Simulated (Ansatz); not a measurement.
**C₃H₂F₆: a ladder of functionals and wavefunction methods**

One table from this session's results is given with a row withheld; the runs are named, their logs left out.

Method: functionals in def2-TZVPP, the program's frozen cores in correlated methods; program: Ansatz 0.2.0, Gaussian basis.

Levels to be run: LDA (SPW92), PBE-D4, revPBE-D4, BLYP-D4, r2SCAN-D4, B97M-V, PBE0-D4, B3LYP-D4, r2SCANh-D4, r2SCAN0-D4, HSE06-D4, BHLYP-D4, CAM-B3LYP-D4, LC-ωPBE, ωB97X-V, ωB97M-V, B2PLYP, PBE-QIDH; CCSD(T)/def2-SVP; CCSD(T)/def2-TZVPP; MP2/def2-QZVPP; extrapolation to the limit; RPA on PBE.

## Structure used throughout

The geometry comes from an earlier relaxation with PBE0-D4 in a triple-zeta def2 set; it is a stationary point, not always the lowest conformer.

SMILES `FC(F)(F)CC(F)(F)F`, 11 atoms, charge 0, spin multiplicity 1.

Atoms are counted from 1 here; the program's logs count them from 0.

Bond lengths: F1–C2 1.333 Å, C2–F3 1.333 Å, C2–F4 1.340 Å, C2–C5 1.513 Å, C5–C6 1.512 Å, C5–H10 1.090 Å, C5–H11 1.090 Å, C6–F7 1.339 Å, C6–F8 1.333 Å, C6–F9 1.333 Å. Angles: F1–C2–F3 107.8°, F1–C2–F4 107.5°, F1–C2–C5 112.4°, F3–C2–F4 107.5°, F3–C2–C5 112.4°, F4–C2–C5 109.0°, C2–C5–C6 115.9°, C2–C5–H10 108.0°, C2–C5–H11 108.0°, C6–C5–H10 108.0°, C6–C5–H11 108.0°, H10–C5–H11 108.6°, C5–C6–F7 109.0°, C5–C6–F8 112.4°, C5–C6–F9 112.4°, F7–C6–F8 107.5°, F7–C6–F9 107.5°, F8–C6–F9 107.8°.

Set-up of the first run:

in.yaml

```yaml
crystal:
  periodic: [false, false, false]
  atoms:
    - {symbol: F, position_ang: [-0.024296, -2.005652, -0.270893]}
    - {symbol: C, position_ang: [0.744602, -0.942558, -0.508752]}
    - {symbol: F, position_ang: [1.744044, -0.956680, 0.373672]}
    - {symbol: F, position_ang: [1.280515, -1.097857, -1.726550]}
    - {symbol: C, position_ang: [-0.036307, 0.352373, -0.475567]}
    - {symbol: C, position_ang: [-0.703774, 0.687212, 0.839736]}
    - {symbol: F, position_ang: [-1.357495, 1.849585, 0.714069]}
    - {symbol: F, position_ang: [-1.593481, -0.235192, 1.207808]}
    - {symbol: F, position_ang: [0.173892, 0.826666, 1.833818]}
    - {symbol: H, position_ang: [-0.809102, 0.299902, -1.242788]}
    - {symbol: H, position_ang: [0.646602, 1.165101, -0.723954]}
basis:
  gaussian: {orbitals: def2-TZVPP}
hamiltonian: {xc: lda}
output: {orbitals: {seedname: orbitals}}
```

Started as:

```sh
> ansatz run in.yaml --threads 2 --pin off --events-out ev --progress --plain --max-ram 32768MiB --backend cuda --devices 0, --max-vram 18GiB
```

Among the steps run: LDA; PBE-D4 (GGA); revPBE-D4 (GGA); BLYP-D4 (GGA); r2SCAN-D4 (meta-GGA); B97M-V (meta-GGA); B3LYP-D4 (hybrid); r2SCANh-D4 (hybrid); r2SCAN0-D4 (hybrid); HSE06-D4 (hybrid); BHLYP-D4 (hybrid); CAM-B3LYP-D4 (range-separated); LC-ωPBE (range-separated); ωB97X-V (range-separated); ωB97M-V (range-separated); B2PLYP (double hybrid); PBE-QIDH (double hybrid).

One table of the session follows, with a row left open; its other results are not shown here.

It belongs to the step «Orbital energies across the functionals». 

| functional | HOMO (eV) | LUMO (eV) | gap (eV) |
| --- | --- | --- | --- |
| LDA (SPW92) | -9.60 | 0.07 | 9.67 |
| PBE-D4 | -9.34 | 0.30 | 9.63 |
| revPBE-D4 | -9.23 | 0.40 | 9.63 |
| BLYP-D4 | -9.31 | 0.26 | 9.57 |
| r2SCAN-D4 | -9.78 | 0.98 | 10.76 |
| B97M-V | ? | ? | ? |
| PBE0-D4 | -11.21 | 1.15 | 12.35 |
| B3LYP-D4 | -10.98 | 0.77 | 11.75 |
| r2SCANh-D4 | -10.48 | 1.27 | 11.74 |
| r2SCAN0-D4 | -11.51 | 1.66 | 13.17 |
| HSE06-D4 | -10.79 | 0.78 | 11.57 |
| BHLYP-D4 | -13.07 | 1.73 | 14.79 |
| CAM-B3LYP-D4 | -12.78 | 1.89 | 14.66 |
| LC-ωPBE | -14.00 | 3.26 | 17.26 |
| ωB97X-V | -13.68 | 3.05 | 16.74 |
| ωB97M-V | -13.61 | 2.59 | 16.19 |

Estimate the missing values for B97M-V.

As computed: HOMO (eV): -9.96; LUMO (eV): 0.50; gap (eV): 10.46. In the column «HOMO (eV)» it lies between r2SCANh-D4 (-10.48) and r2SCAN-D4 (-9.78).
